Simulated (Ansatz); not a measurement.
Run this with Ansatz's Python interface and show what comes out.

Script `compress_schg.py`:
```python
# -*- coding: utf-8 -*-
"""Cell of ScHg under pressure."""

import ansatz as az
import numpy as np
from pymatgen.core import Lattice, Structure
from pymatgen.io.ase import AseAtomsAdaptor

def edges_and_angles(cell):
    cell = np.asarray(cell)
    a, b, c = np.linalg.norm(cell, axis=1)
    cosines = cell[1] @ cell[2] / (b * c), cell[0] @ cell[2] / (a * c), cell[0] @ cell[1] / (a * b)
    return (a, b, c, *np.degrees(np.arccos(cosines)))

pmg_structure = Structure(
    Lattice([(3.48, 0.0, 0.0), (0.0, 3.48, 0.0), (0.0, 0.0, 3.48)]),
    ["Sc", "Hg"],
    [
        (0.5, 0.5, 0.5),
        (0.0, 0.0, 0.0),
    ],
)
cell = az.Crystal.from_ase(AseAtomsAdaptor.get_atoms(pmg_structure))

calculation = cell.calculation()
calculation = calculation.occupations("methfessel_paxton", width=0.15).pseudopotentials("nc")
calculation = calculation.functional(az.Functional.PBESOL, dispersion="D4")
calculation = calculation.scf(extra_bands=8)
calculation = calculation.kpoints(length=27)

# H = F + PV, with 1 GPa A^3 = 1/160.21766 eV
rows = []
for pressure in [0, 5, 10, 20]:
    res = calculation.relax(cell=True, pressure=pressure, force_tolerance=0.1, max_steps=60, max_displacement=0.1).run(threads=1)
    cell = res.lattice.cell_ang
    n_atoms = len(res.lattice.sites)
    volume = abs(np.linalg.det(cell)) / n_atoms
    enthalpy = res.report["free_energy_ev"] / n_atoms + pressure * volume / 160.21766
    rows.append((pressure, volume, enthalpy, *edges_and_angles(cell)))
    print(f"{pressure} GPa done: {volume:.4f} A^3/atom")

print(" P (GPa)  V (A^3/atom)  H (eV/atom)     a       b       c")
for row in rows:
    print("{:8.1f} {:12.4f} {:14.5f} {:7.4f} {:7.4f} {:7.4f}".format(*row[:6]))
p, v = np.array([row[0] for row in rows], float), np.array([row[1] for row in rows])
print("mean bulk modulus between rows (GPa):", np.round(-np.diff(p) / np.diff(np.log(v)), 1))
```

`python compress_schg.py` gives:
```text
DeckWarning: basis.ecutwfc = 1061.244064 eV, auto-derived from the records' recommended cutoffs: set by Sc (normal level)
0 GPa done: 20.4272 A^3/atom
5 GPa done: 19.4706 A^3/atom
10 GPa done: 18.7136 A^3/atom
20 GPa done: 17.5496 A^3/atom
 P (GPa)  V (A^3/atom)  H (eV/atom)     a       b       c
     0.0      20.4272    -2924.36054  3.4441  3.4441  3.4441
     5.0      19.4706    -2923.73868  3.3895  3.3895  3.3895
    10.0      18.7136    -2923.14328  3.3450  3.3450  3.3450
    20.0      17.5496    -2922.01357  3.2742  3.2742  3.2742
mean bulk modulus between rows (GPa): [104.2 126.1 155.7]
```
(Warnings from the package without file and line.)

The volume falls from 20.43 Å³ an atom at 0 GPa to 17.55 at 20 GPa, by 14.1 %. Between 0 and 5 GPa, -V dP/dV is about 104 GPa, a mean over that step.

These settings explore the input space; cutoff and mesh may be short of convergence. The run is spin-unpolarised. At a fixed pressure a relaxation lowers the enthalpy F + PV, while F alone can rise. Dispersion corrections can be off by several per cent in the lattices of metals, and by several GPa in the pressure at a fixed cell. For a metal this k-point mesh is coarse: on a finer one energies can move by several to tens of meV an atom and pressures by half a GPa or more, differences at one mesh by less. Spin-orbit coupling, which matters for elements this heavy, is left out. The structure is a deposited one; some such entries were measured under pressure or heat, so a shift against it needn't be the functional's error alone. Symmetry holds the cell in this phase, whether or not it is the stable one at each pressure. Timing: 2.5 min on 1 thread of Arm Neoverse V1 (shared host), peak memory 0.53 GiB.

(A comment or docstring line of the script was reworded after the run, the code is as it ran; lines on the test bed's own set-up are left out of the output.)
